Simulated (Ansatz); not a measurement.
# C₂H₇AlTe: small, medium and large basis sets

One table from this session's results is given with a row withheld; the runs are named, their logs left out.

Program: Ansatz 0.2.0, Gaussian basis. Level of theory: one geometry, several basis sets. These are calculated values, not measurements.

Plan: PBE0-D4/def2-SVP; ωB97M-V/def2-SVP; PBE0-D4/def2-QZVPP; ωB97M-V/def2-QZVPP; the functionals' def2-TZVPP values are taken from earlier runs.

## The relaxed structure

The geometry comes from an earlier relaxation with PBE0-D4 in a triple-zeta def2 set; it is a stationary point, not always the lowest conformer. Te takes the def2 core potential; no spin-orbit term is included.

SMILES `[AlH2][CH2]C[TeH]`, 11 atoms, charge 0, spin multiplicity 1.

Atoms are counted from 1 here; the program's logs count them from 0.

Bond lengths: Al1–C2 1.966 Å, Al1–H5 1.589 Å, Al1–H6 1.588 Å, C2–C3 1.515 Å, C2–H7 1.099 Å, C2–H8 1.099 Å, C3–Te4 2.168 Å, C3–H9 1.089 Å, C3–H10 1.089 Å, Te4–H11 1.660 Å. Angles: C2–Al1–H5 120.0°, C2–Al1–H6 119.5°, H5–Al1–H6 120.5°, Al1–C2–C3 114.8°, Al1–C2–H7 107.4°, Al1–C2–H8 107.4°, C3–C2–H7 111.0°, C3–C2–H8 111.0°, H7–C2–H8 104.7°, C2–C3–Te4 110.5°, C2–C3–H9 112.2°, C2–C3–H10 112.2°, Te4–C3–H9 106.6°, Te4–C3–H10 106.6°, H9–C3–H10 108.4°, C3–Te4–H11 95.0°.

The first run:

File in.yaml:

```yaml
crystal:
  periodic: [false, false, false]
  atoms:
    - {symbol: Al, position_ang: [-1.021869, 1.867645, -0.044534]}
    - {symbol: C, position_ang: [-0.169747, 0.250255, 0.678371]}
    - {symbol: C, position_ang: [0.400307, -0.688194, -0.366119]}
    - {symbol: Te, position_ang: [1.303270, -2.417905, 0.578476]}
    - {symbol: H, position_ang: [-1.071027, 2.104679, -1.615157]}
    - {symbol: H, position_ang: [-1.657000, 2.928863, 0.952252]}
    - {symbol: H, position_ang: [-0.913981, -0.262028, 1.303519]}
    - {symbol: H, position_ang: [0.608828, 0.575493, 1.382054]}
    - {symbol: H, position_ang: [-0.365988, -1.066592, -1.041727]}
    - {symbol: H, position_ang: [1.180449, -0.215876, -0.962053]}
    - {symbol: H, position_ang: [1.772058, -3.133238, -0.844482]}
basis:
  gaussian: {orbitals: def2-SVP}
hamiltonian: {xc: pbe0, dispersion: d4}
output: {orbitals: {seedname: orbitals}}
```

Command:

```console
$ ansatz run in.yaml --threads 4 --pin off --events-out ev --progress --plain --max-ram 10444MiB
```

Steps of the session up to this table: PBE0-D4 in def2-SVP; ωB97M-V in def2-SVP; PBE0-D4 in def2-QZVPP; ωB97M-V in def2-QZVPP.

One of the session's tables, all rows but one given; the rest of the session is left out.

It belongs to the step «Density functionals: the series». 

| functional | basis | HOMO (eV) | LUMO (eV) |
| --- | --- | --- | --- |
| PBE0-D4 | def2-SVP | -5.86 | -1.54 |
| PBE0-D4 | def2-TZVPP | -5.99 | -1.58 |
| PBE0-D4 | def2-QZVPP | -6.01 | -1.61 |
| ωB97M-V | def2-SVP | -7.96 | 0.13 |
| ωB97M-V | def2-TZVPP | -8.11 | 0.00 |
| ωB97M-V | def2-QZVPP | ? | ? |

Q: Estimate the row for ωB97M-V, def2-QZVPP from the others.

**Answer.** HOMO (eV): -8.13; LUMO (eV): -0.17. In the column «HOMO (eV)» it is the lowest.
